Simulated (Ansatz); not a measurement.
Runs of Ansatz 0.2.0 on Hf2Pd2Se2Br2O3. The typed cell holds 11 atoms: a = 5.607 Å, b = 5.574 Å, c = 8.642 Å, α = 75.02°, β = 81.24°, γ = 74.12°. The cell was built by a generator and needn't be a form met in nature.

```csv
task,level,potentials or basis,cell,k mesh,cutoff (eV),basis error allowed,mesh quality,gap on the mesh (eV),pressure (GPa),relaxed volume (Å³/atom),largest force (eV/Å)
electrostatic potential,PBE,all-electron PAW datasets made for the crystal,as given,5 × 5 × 4,480,-,not flagged,none,-0.1,-,0.03
relaxation of cell and atoms,PBE,all-electron PAW datasets made for the crystal,relaxed,3 × 3 × 2,-,-,coarse,none,0.0,22.50,0.02
electron localisation function,PBE,all-electron PAW datasets made for the crystal,as given,5 × 5 × 4,480,-,not flagged,none,-0.1,-,0.03
single point,PBE,"all-electron LAPW, scalar-relativistic",as given,5 × 5 × 4,520,0.001 eV/atom,not flagged,none,-0.1,-,0.03
electric field gradients,PBE,all-electron PAW datasets made for the crystal,as given,5 × 5 × 4,480,-,not flagged,none,-0.1,-,0.03
relaxation of cell and atoms,PBE+D3(BJ),all-electron PAW datasets made for the crystal,relaxed,3 × 3 × 2,-,-,coarse,none,0.0,(a),0.01
```

Alike in all rows: no spin polarisation; smearing fermi-dirac 0.05 eV.

**Question.** Fill in the values left out.

**Answer.** (a) 21.62.

Caveats: some runs use coarse meshes; the k mesh is thin for a metal, which can move the energy by tens of meV per atom (some runs); pairwise dispersion overbinds metals, which lowers pressure and volume (some runs).

A k mesh can miss the band edges, and the runs leave out spin-orbit coupling on Br, Hf, Pd, Se.

A gap of «none» marks a metal or a gap under the smearing width.

The runs don't all hold the same shells in valence.
